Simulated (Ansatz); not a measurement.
# KLiNb4O12: the cost of one run

Program: Ansatz 0.2.0. Level of theory: DFT PBE, scalar-relativistic, plane waves, PAW. These are calculated values, not measurements.

## 1. The structure to begin with

The structure is tetragonal, space group P4/mmm (No. 123). Conventional cell: a = 5.663 Å, b = 5.663 Å, c = 8.013 Å, α = 90.00°, β = 90.00°, γ = 90.00°. K (site symmetry 4/mmm) is surrounded by 12 O at 2.83 to 2.87 Å. Li (site symmetry 4/mmm) has 12 O at 2.79 to 2.83 Å as nearest neighbours. Around Nb (site symmetry 2mm) lie 6 O at 1.99 to 2.02 Å. Around O (site symmetry m) lie 2 Nb at 2.00 Å and 1 Li at 2.79 Å and 1 K at 2.87 Å. Around O (site symmetry mmm) lie 2 Nb at 1.99 Å and 2 Li at 2.83 Å. Around O (site symmetry mmm) lie 2 Nb at 2.02 Å and 2 K at 2.83 Å.

Coordinates:

```
CELL_PARAMETERS angstrom
5.66327 0.00000 0.00000
0.00000 5.66327 0.00000
0.00000 0.00000 8.01261
ATOMIC_POSITIONS crystal
K 0.00000 0.00000 0.00000
Li 0.50000 0.50000 0.50000
Nb 0.00000 0.50000 0.74778
Nb 0.00000 0.50000 0.25222
Nb 0.50000 0.00000 0.25222
Nb 0.50000 0.00000 0.74778
O 0.25309 0.25309 0.25414
O 0.25309 0.25309 0.74586
O 0.74691 0.74691 0.74586
O 0.74691 0.74691 0.25414
O 0.74691 0.25309 0.74586
O 0.74691 0.25309 0.25414
O 0.25309 0.74691 0.74586
O 0.25309 0.74691 0.25414
O 0.00000 0.50000 0.50000
O 0.00000 0.50000 0.00000
O 0.50000 0.00000 0.50000
O 0.50000 0.00000 0.00000
```

The structure comes from the Materials Project (structure only).

## 2. The listed cell as it stands

Contents of input.yaml:

```yaml
crystal:
  lattice:
    - [5.66326656, 0.0, 0.0]
    - [0.0, 5.66326656, 0.0]
    - [0.0, 0.0, 8.01260662]
  atoms:
    - { symbol: K, position: [0.0, 0.0, 0.0] }
    - { symbol: Li, position: [0.5, 0.5, 0.5] }
    - { symbol: Nb, position: [0.0, 0.5, 0.74777857] }
    - { symbol: Nb, position: [0.0, 0.5, 0.25222143] }
    - { symbol: Nb, position: [0.5, 0.0, 0.25222143] }
    - { symbol: Nb, position: [0.5, 0.0, 0.74777857] }
    - { symbol: O, position: [0.25309132, 0.25309132, 0.25414105] }
    - { symbol: O, position: [0.25309132, 0.25309132, 0.74585895] }
    - { symbol: O, position: [0.74690868, 0.74690868, 0.74585895] }
    - { symbol: O, position: [0.74690868, 0.74690868, 0.25414105] }
    - { symbol: O, position: [0.74690868, 0.25309132, 0.74585895] }
    - { symbol: O, position: [0.74690868, 0.25309132, 0.25414105] }
    - { symbol: O, position: [0.25309132, 0.74690868, 0.74585895] }
    - { symbol: O, position: [0.25309132, 0.74690868, 0.25414105] }
    - { symbol: O, position: [0.0, 0.5, 0.5] }
    - { symbol: O, position: [0.0, 0.5, 0.0] }
    - { symbol: O, position: [0.5, 0.0, 0.5] }
    - { symbol: O, position: [0.5, 0.0, 0.0] }
basis:
  ecutwfc: 420
kpoints:
  mp_grid: { grid: [6, 6, 6] }
hamiltonian:
  xc: pbe
scf:
  occupations: { method: gaussian, width: 0.1 }
output:
  forces: true
  stress: true
  eigenvalues: true
  populations: true
```

What time and memory should one allow on 4 threads of an x86-64 CPU, shared host?

About 3 min, with a peak of 1.3 GiB.
